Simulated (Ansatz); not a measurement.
RuN2, space group Pnnm, a single point from an input typed as a dict

Computed with Ansatz 0.2.0 through its Python package.

Run as a notebook:

In [1]:
```python
import ansatz as az
import numpy as np
```

In [2]:
```python
inputs = {
    "crystal": {
        "lattice": [[4.113222, 0.0, 0.0], [0.0, 4.931301, 0.0], [0.0, 0.0, 2.717092]],
        "atoms": [
            {"symbol": "Ru", "position": [0.0, 0.0, 0.0]},
            {"symbol": "Ru", "position": [0.5, 0.5, 0.5]},
            {"symbol": "N", "position": [0.379393, 0.908843, 0.5]},
            {"symbol": "N", "position": [0.120607, 0.408843, 0.0]},
            {"symbol": "N", "position": [0.620607, 0.091157, 0.5]},
            {"symbol": "N", "position": [0.879393, 0.591157, 0.0]},
        ],
    },
    "kpoints": {"mp_grid": {"grid": [6, 5, 8]}},
    "hamiltonian": {"xc": "r2scan"},
    "scf": {"occupations": {"method": "cold", "width": 0.05}},
    "basis": {"ecutwfc": "21 Ha"},
    "output": {"forces": True, "stress": True},
}
```

In [3]:
```python
res = az.Session.from_dict(inputs).plan().execute()
rep = res.report
```

In [4]:
```python
rep["kpoints_frac"][:4]
```
Out [4]:
```text
[[0.0, 0.0, 0.0], [0.0, 0.0, 0.125], [0.0, 0.0, 0.25], [0.0, 0.0, 0.375]]
```

In [5]:
```python
res.unlabelled_reasons
```
Out [5]:
```text
[]
```

In [6]:
```python
for key in ("converged", "n_iterations", "n_electrons", "n_kpoints", "n_pw", "n_symmetry_ops", "free_energy_ev", "fermi_energy_ev"):
    print(f"{key:18s} {rep[key]}")
```
```text
converged          True
n_iterations       8
n_electrons        52.0
n_kpoints          60
n_pw               1729
n_symmetry_ops     8
free_energy_ev     -13319.073348941787
fermi_energy_ev    15.928221935381185
```

In [7]:
```python
# the stress is positive in compression
print("pressure by term (GPa)")
for term, tensor in rep["stress_terms_gpa"].items():
    if np.any(tensor):
        print(f"  {term:28s} {np.trace(np.array(tensor)) / 3:12.3f}")
print(f"  {'total':28s} {np.trace(np.array(rep['stress_gpa'])) / 3:12.3f}")
```
```text
pressure by term (GPa)
  kinetic                          2997.491
  hartree                          1129.408
  ewald                           -5018.283
  local_pseudopotential             803.663
  nonlocal_pseudopotential           59.348
  augmentation                      572.055
  nlcc                              -35.798
  xc                               -515.756
  augmentation_tail                   0.003
  scf_correction                     -0.000
  pulay_correction                    0.099
  total                              -7.770
```

In [8]:
```python
# forces, one row an atom
print("forces (eV/A)")
for site, force in zip(res.lattice.sites, rep["forces_ev_ang"]):
    print(f"  {site.symbol:2s} {force[0]:9.4f} {force[1]:9.4f} {force[2]:9.4f}")
```
```text
forces (eV/A)
  Ru    0.0000    0.0000   -0.0000
  Ru    0.0000   -0.0000    0.0000
  N     0.0338    0.2302    0.0000
  N    -0.0338    0.2302   -0.0000
  N    -0.0338   -0.2302   -0.0000
  N     0.0338   -0.2302    0.0000
```

In [9]:
```python
print("doubts on the final state:", rep["published_state_doubts"] or "none")
print("warnings:", sorted({n["data"]["kind"] for n in res.notices if n["data"].get("severity") in ("warning", "doubt")}) or "none")
```
```text
doubts on the final state: none
warnings: none
```

In [10]:
```python
used = rep["setup"]
print("cutoffs (eV):", used["ecut_ev"], used["ecutrho_ev"], " FFT grid:", used["fft_dense"])
print("cell volume {:.3f} A^3, {} symmetry operations".format(used["cell_volume_ang3"], used["n_sym_ops"]))
```
```text
cutoffs (eV): 571.4391111657479 2285.7564446629917  FFT grid: [36, 40, 24]
cell volume 55.112 A^3, 8 symmetry operations
```

What to keep in mind:
- Absolute energies stand on the zero of these potentials, so only differences at equal settings mean something. A total without «per atom» is that of the cell as typed.
- No spin polarisation was allowed.
- The mesh is modest for a metal, so energies can be off by several to tens of meV an atom and pressures by half a GPa or more; differences at equal mesh fare better.
- The zero of the levels is a convention of the potentials, so an absolute Fermi energy is no work function.
- Pressure is positive in compression.
- At these settings the cell as given stands under about -8 GPa, so it isn't at this functional's equilibrium volume.
- The structure comes from a database of computed cells and needn't be a stable or known phase.
- It ran for 16 s on 1 thread of Arm Neoverse V2 (shared host), peak memory 0.61 GiB.

(Lines on the test bed's own set-up are left out of the output.)
